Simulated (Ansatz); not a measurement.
# BH4NSSi: the cost of one run

Method: RKS revPBE/cc-pVDZ, in Ansatz 0.2.0.

## Step 1: The system as given

Bond lengths: B1–Si2 1.924 Å, Si2–N3 1.616 Å, Si2–S4 2.204 Å, B1–H5 1.169 Å, B1–H6 1.168 Å, N3–H7 1.010 Å, S4–H8 1.323 Å. Angles: B1–Si2–N3 129.6°, B1–Si2–S4 107.6°, N3–Si2–S4 122.9°, Si2–B1–H5 121.1°, Si2–B1–H6 121.0°, H5–B1–H6 117.9°, Si2–N3–H7 124.8°, Si2–S4–H8 94.7°.

Structure file:

```xyz
8

B    -0.9144    1.5067   -0.1862
Si    0.2431   -0.0108    0.0541
N     1.8280   -0.0571    0.3662
S    -0.9850   -1.8268   -0.1726
H    -1.1158    1.9507   -1.2487
H    -1.4527    2.0030    0.7240
H     2.3698   -0.9032    0.4728
H     0.0271   -2.6626   -0.0097
```

## Step 2: Relaxing the start

Contents of input.yaml:

```yaml
crystal:
  periodic: [false, false, false]
  atoms:
    - { symbol: B, position_ang: [-0.9144, 1.50667, -0.18616] }
    - { symbol: Si, position_ang: [0.24312, -0.01077, 0.05412] }
    - { symbol: "N", position_ang: [1.82796, -0.05708, 0.36623] }
    - { symbol: S, position_ang: [-0.98504, -1.82676, -0.17256] }
    - { symbol: H, position_ang: [-1.11582, 1.95071, -1.2487] }
    - { symbol: H, position_ang: [-1.45271, 2.00301, 0.72397] }
    - { symbol: H, position_ang: [2.36984, -0.90315, 0.47285] }
    - { symbol: H, position_ang: [0.02705, -2.66263, -0.00974] }
basis:
  gaussian: { orbitals: cc-pVDZ }
hamiltonian:
  xc: revpbe
relax:
  f_tol: 0.02
  max_steps: 40
scf:
  lower_state_search: "off"
```

Run with:

```console
$ ansatz run input.yaml --threads 1 --pin off --max-ram 2048MiB --backend cpu --events-out ev --progress --plain --runs-dir out
```

**Question.** How long does this run take on 1 thread of Arm Neoverse V1, shared host, and how much memory does it need?

About 55 s, with a peak of 0.14 GiB.
